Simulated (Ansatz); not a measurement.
# C₂H₅GeLi (SMILES [Li][GeH2][CH]=C): one structure at several levels

An exercise on one series of results from a longer session: the logs are not shown, and one member is left open.

Method: single points in def2-TZVPP; program: Ansatz 0.2.0, Gaussian basis.

Correlated methods freeze the cores. Filled d shells of the heavier atoms are correlated. The outer core shell of Li, Na, Mg and K is correlated.

**The system as given**

9 atoms, charge 0, spin multiplicity 1.

Atoms are counted from 1 here; the program's logs count them from 0.

Bond lengths: Li1–Ge2 2.360 Å, Ge2–C3 2.037 Å, Ge2–H5 1.487 Å, Ge2–H6 1.545 Å, C3–C4 1.399 Å, C3–H7 0.847 Å, C4–H8 0.967 Å, C4–H9 1.087 Å. Angles: Li1–Ge2–C3 72.1°, Li1–Ge2–H5 129.2°, Li1–Ge2–H6 130.9°, C3–Ge2–H5 99.7°, C3–Ge2–H6 87.2°, H5–Ge2–H6 97.4°, Ge2–C3–C4 121.0°, Ge2–C3–H7 127.1°, C4–C3–H7 111.7°, C3–C4–H8 127.5°, C3–C4–H9 112.4°, H8–C4–H9 120.0°.

Coordinates:

```mol
C2H5GeLi
  3D, bonds by distance, orders not assigned

  9  8  0  0  0  0  0  0  0  0999 V2000
   -1.9790   -0.2352   -0.5991 Li  0  0
   -0.2607    1.3764   -0.7395 Ge  0  0
    0.5718   -0.3709   -0.1053 C   0  0
   -0.0553   -1.1579    0.8669 C   0  0
    0.6454    1.6867   -1.8771 H   0  0
    0.5578    2.0806    0.3661 H   0  0
    1.2697   -0.7438   -0.4080 H   0  0
    0.2246   -2.0246    1.1926 H   0  0
   -0.9795   -0.7142    1.2271 H   0  0
  1  2  8  0
  2  3  8  0
  2  5  8  0
  2  6  8  0
  3  4  8  0
  3  7  8  0
  4  8  8  0
  4  9  8  0
M  END
```

The first run:

Input file run/in.yaml:

```yaml
crystal:
  periodic: [false, false, false]
  atoms:
    - {symbol: Li, position_ang: [-1.979000, -0.235200, -0.599100]}
    - {symbol: Ge, position_ang: [-0.260700, 1.376400, -0.739500]}
    - {symbol: C, position_ang: [0.571800, -0.370900, -0.105300]}
    - {symbol: C, position_ang: [-0.055300, -1.157900, 0.866900]}
    - {symbol: H, position_ang: [0.645400, 1.686700, -1.877100]}
    - {symbol: H, position_ang: [0.557800, 2.080600, 0.366100]}
    - {symbol: H, position_ang: [1.269700, -0.743800, -0.408000]}
    - {symbol: H, position_ang: [0.224600, -2.024600, 1.192600]}
    - {symbol: H, position_ang: [-0.979500, -0.714200, 1.227100]}
basis:
  gaussian: {orbitals: def2-TZVPP}
correlation: {method: ccsd_t}
output: {forces: true}
```

Started as:

```sh
ansatz run in.yaml --threads 8 --pin off --events-out ev --progress --plain --max-ram 10444MiB
```

Steps of the session up to this table: CCSD(T)/def2-TZVPP; PBE0-D4/def2-TZVPP; wB97M-V/def2-TZVPP; r2SCAN-D4/def2-TZVPP; PBE-D4/def2-TZVPP; B97M-V/def2-TZVPP; BHLYP-D4/def2-TZVPP.

One table of the session follows, with a row left open; its other results are not shown here.

| method | RMS force component (eV/Å) | angle to CCSD(T) forces (°) | dipole (D) |
| --- | --- | --- | --- |
| CCSD(T) | 5.158 | reference | 6.17 |
| PBE0-D4 | 5.248 | 1.8 | 5.92 |
| wB97M-V | ? | ? | ? |
| r2SCAN-D4 | 5.190 | 1.2 | 6.00 |
| PBE-D4 | 5.208 | 1.5 | 5.78 |
| B97M-V | 5.160 | 2.1 | 6.00 |
| BHLYP-D4 | 5.171 | 3.3 | 6.02 |

Estimate the missing values for wB97M-V.

**Answer.** RMS force component (eV/Å): 5.185; angle to CCSD(T) forces (°): 2.0; dipole (D): 6.02. In the column «RMS force component (eV/Å)» it lies between BHLYP-D4 (5.171) and r2SCAN-D4 (5.190).
